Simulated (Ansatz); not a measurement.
**SiAs+ (singlet): the correlation ladder, cc-pVDZ**

One table from this session's results is given with a row withheld; the runs are named, their logs left out.

Method: cc-pVDZ, core rule «outside noble gas», up to 19 orbitals frozen; program: Ansatz 0.2.0, Gaussian basis.

Plan: UHF; CCSD(T) on RHF; CCSD(T) on UHF; BCCD(T) on RHF; CISD; CCSDT(Q) on RHF; CCSDT(Q) on UHF; CISDTQ; CCSDTQ on RHF; CCSDTQ on UHF; CASSCF and MRCISD+Q, 8 electrons in 8 orbitals; CASSCF and MRCISD+Q(relaxed), 8 electrons in 8 orbitals; CASSCF and NEVPT2, 8 electrons in 8 orbitals; Full CI.

4 further runs of the same task are left out: 4 set aside as unsound or not needed. Runs told in other sessions of the task aren't counted.

### The geometry

The geometry is a PBE0/def2-TZVP stationary point (not a proven minimum) of the parent state, kept for this charge and spin. No spin-orbit coupling is included. The filled d shell of As may be among the frozen orbitals whatever the setting's name suggests.

2 atoms, charge 1, spin multiplicity 1.

Atoms are counted from 1 here; the program's logs count them from 0.

Bond lengths: Si1–As2 2.324 Å.

The first run:

Contents of in.yaml:

```yaml
crystal:
  periodic: [false, false, false]
  atoms:
    - {symbol: Si, position_ang: [0.000000, 0.000000, 0.000000]}
    - {symbol: As, position_ang: [0.000000, 0.000000, 2.324200]}
basis:
  gaussian: {orbitals: cc-pVDZ}
total_charge: 1
magnetization: {spin_polarized: true, initial_magnetization: 0}
hamiltonian: {xc: hf}
output: {orbitals: {seedname: orbitals}}
```

Command:

```console
> ansatz run in.yaml --threads 1 --pin off --events-out ev --progress --plain --max-ram 4096MiB --backend cpu
```

Steps of the session up to this table: UHF; CCSD(T) on RHF; CCSD(T) on UHF; BCCD(T) on RHF; CISD; CCSDT(Q) on RHF; CCSDT(Q) on UHF; CISDTQ; CCSDTQ on RHF; CCSDTQ on UHF; CASSCF and MRCISD+Q, 8 electrons in 8 orbitals; CASSCF and MRCISD+Q(relaxed), 8 electrons in 8 orbitals; CASSCF and NEVPT2, 8 electrons in 8 orbitals; Full CI.

One table of the session follows, with a row left open; its other results are not shown here.

| method | from FCI (meV) |
| --- | --- |
| RHF | +5159.2 |
| RMP2 | +1446.9 |
| CISD | ? |
| RCCSD | +428.7 |
| RCCSD(T) | +202.6 |
| BCCD(T) | +206.2 |
| RCCSDT | +86.9 |
| CISDTQ | +110.2 |
| RCCSDT(Q) | +9.1 |
| RCCSDTQ | +4.7 |
| FCI | 0 |

**Question.** Estimate the row for CISD.

**Answer.** from FCI (meV): +832.1. In the column «from FCI (meV)» it lies between RCCSD (+428.7) and RMP2 (+1446.9).

Limits of these values: The report flags that the cluster equations may have other roots. Left out of the table: CASSCF valence, NEVPT2 valence, MRCISD valence, MRCISD+Q valence (the active space lost an orbital or holds another state than full CI finds). Left out of the table: UHF, UMP2, UCCSD, UCCSD(T), UCCSDT, UCCSDT(Q), UCCSDTQ, MRCISD+Q(relaxed) valence (another determinant or state than the rows shown). The program flags RCCSDT(Q), RCCSDTQ as in doubt, so those rows may rest on another solution.
